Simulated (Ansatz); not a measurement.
# HfI₄: one species, many methods

One table from this session's results is given with a row withheld; the runs are named, their logs left out.

Method: functionals in def2-TZVPP, the program's frozen cores in correlated methods; program: Ansatz 0.2.0, Gaussian basis.

Levels to be run: LDA (SPW92), PBE-D4, revPBE-D4, BLYP-D4, r2SCAN-D4, B97M-V, PBE0-D4, B3LYP-D4, r2SCANh-D4, r2SCAN0-D4, HSE06-D4, BHLYP-D4, CAM-B3LYP-D4, LC-ωPBE, ωB97X-V, ωB97M-V, B2PLYP, PBE-QIDH; CCSD(T)/def2-SVP; CCSD(T)/def2-TZVPP; MP2/def2-QZVPP; extrapolation to the limit; RPA on PBE.

2 further runs of the same task are left out: 2 that didn't finish.

**The geometry**

An earlier PBE0-D4 in a triple-zeta def2 set relaxation fixed the geometry. I, Hf take the def2 core potential; no spin-orbit term is included.

SMILES `[I][Hf]([I])([I])[I]`, 5 atoms, charge 0, spin multiplicity 1.

Atoms are counted from 1 here; the program's logs count them from 0.

Bond lengths: I1–Hf2 2.676 Å, Hf2–I3 2.676 Å, Hf2–I4 2.676 Å, Hf2–I5 2.676 Å. Angles: I1–Hf2–I3 109.5°, I1–Hf2–I4 109.5°, I1–Hf2–I5 109.5°, I3–Hf2–I4 109.5°, I3–Hf2–I5 109.5°, I4–Hf2–I5 109.5°.

Set-up of the first run:

in.yaml reads:

```yaml
crystal:
  periodic: [false, false, false]
  atoms:
    - {symbol: I, position_ang: [-1.496633, -0.595692, 2.125759]}
    - {symbol: Hf, position_ang: [0.009983, -0.014721, -0.008302]}
    - {symbol: I, position_ang: [2.328255, -1.342405, 0.148216]}
    - {symbol: I, position_ang: [-1.283275, -0.737762, -2.236828]}
    - {symbol: I, position_ang: [0.491569, 2.616979, -0.070344]}
basis:
  gaussian: {orbitals: def2-TZVPP}
hamiltonian: {xc: lda}
output: {orbitals: {seedname: orbitals}}
```

Command:

```
> ansatz run in.yaml --threads 2 --pin off --events-out ev --progress --plain --max-ram 22528MiB --backend cpu
```

Steps of the session up to this table: LDA; PBE-D4 (GGA); revPBE-D4 (GGA); BLYP-D4 (GGA); r2SCAN-D4 (meta-GGA); B97M-V (meta-GGA); PBE0-D4 (hybrid); B3LYP-D4 (hybrid); r2SCANh-D4 (hybrid); r2SCAN0-D4 (hybrid); HSE06-D4 (hybrid); BHLYP-D4 (hybrid); CAM-B3LYP-D4 (range-separated); LC-ωPBE (range-separated); ωB97X-V (range-separated); ωB97M-V (range-separated); B2PLYP (double hybrid); PBE-QIDH (double hybrid).

One table of the session follows, with a row left open; its other results are not shown here.

It belongs to the step «Orbital energies across the functionals». 

| functional | HOMO (eV) | LUMO (eV) | gap (eV) |
| --- | --- | --- | --- |
| LDA (SPW92) | -6.99 | -3.48 | 3.51 |
| PBE-D4 | -6.82 | -3.26 | 3.56 |
| revPBE-D4 | -6.76 | -3.19 | 3.57 |
| BLYP-D4 | -6.62 | -3.10 | 3.52 |
| r2SCAN-D4 | -7.14 | -3.17 | 3.98 |
| B97M-V | -7.07 | -3.03 | 4.04 |
| PBE0-D4 | -7.90 | -2.59 | 5.31 |
| B3LYP-D4 | -7.64 | -2.73 | 4.91 |
| r2SCANh-D4 | -7.53 | -2.91 | 4.62 |
| r2SCAN0-D4 | -8.12 | -2.52 | 5.60 |
| HSE06-D4 | -7.52 | -2.96 | 4.57 |
| BHLYP-D4 | -8.80 | -1.71 | 7.09 |
| CAM-B3LYP-D4 | -9.07 | -1.58 | 7.48 |
| LC-ωPBE | -10.38 | -0.61 | 9.77 |
| ωB97X-V | -10.05 | -0.65 | 9.40 |
| ωB97M-V | ? | ? | ? |

Estimate the missing values for ωB97M-V.

As computed: HOMO (eV): -9.92; LUMO (eV): -0.73; gap (eV): 9.19. In the column «HOMO (eV)» it lies between ωB97X-V (-10.05) and CAM-B3LYP-D4 (-9.07).
